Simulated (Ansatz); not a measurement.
# EuAlIr: the cost of one run

Computed with Ansatz 0.2.0 (DFT PBE, scalar-relativistic, plane waves, PAW, unless a step's input says otherwise).

## Step 1: The starting structure

It takes space group P4/mmm (No. 123, tetragonal). The conventional cell has a = 3.966 Å, b = 3.966 Å, c = 3.899 Å, α = 90.00°, β = 90.00°, γ = 90.00°. Around Eu (site symmetry 4/mmm) lie 4 Al at 2.80 Å. Around Al (site symmetry 4/mmm) lie 2 Ir at 1.95 Å. Around Ir (site symmetry 4/mmm) lie 2 Al at 1.95 Å.

Structure file:

```cif
data_structure
_symmetry_space_group_name_H-M 'P 1'
_symmetry_Int_Tables_number 1
_cell_length_a 3.9658
_cell_length_b 3.9658
_cell_length_c 3.8987
_cell_angle_alpha 90.000
_cell_angle_beta 90.000
_cell_angle_gamma 90.000
_cell_volume 61.32
loop_
_atom_site_label
_atom_site_type_symbol
_atom_site_fract_x
_atom_site_fract_y
_atom_site_fract_z
_atom_site_occupancy
Eu1 Eu 0.50000 0.50000 0.00000 1
Al1 Al 0.00000 0.00000 0.00000 1
Ir1 Ir 0.00000 0.00000 0.50000 1
```

Recipe of the guess: random cell by space group and Wyckoff sites (P4/mmm, No. 123). Lengths come from tabulated atomic sizes and are only a guess.

## Step 2: The guess as it stands, on a coarse mesh

File input.yaml:

```yaml
crystal:
  lattice:
    - [3.96579654, 0.0, 0.0]
    - [0.0, 3.96579654, 0.0]
    - [0.0, 0.0, 3.89865491]
  atoms:
    - { symbol: Eu, position: [0.5, 0.5, 0.0], spin: 7.0 }
    - { symbol: Al, position: [0.0, 0.0, 0.0] }
    - { symbol: Ir, position: [0.0, 0.0, 0.5] }
basis:
  ecutwfc: 420
kpoints:
  mp_grid: { grid: [4, 4, 4] }
hamiltonian:
  xc: pbe
scf:
  occupations: { method: gaussian, width: 0.1 }
  lower_state_search: "off"
output:
  forces: true
  stress: true
  eigenvalues: true
  populations: true
magnetization:
  spin_polarized: true
```

Run with:

```
$ ansatz run input.yaml --threads 1 --pin off --max-ram 2048MiB --backend cpu --events-out ev --progress --plain --runs-dir out
```

**Question.** How long does this run take on 1 thread of Intel Xeon Platinum 8259CL at 2.50GHz (Skylake/Cascade Lake), shared host, and how much memory does it need?

About 7.5 s, with a peak of 0.42 GiB.
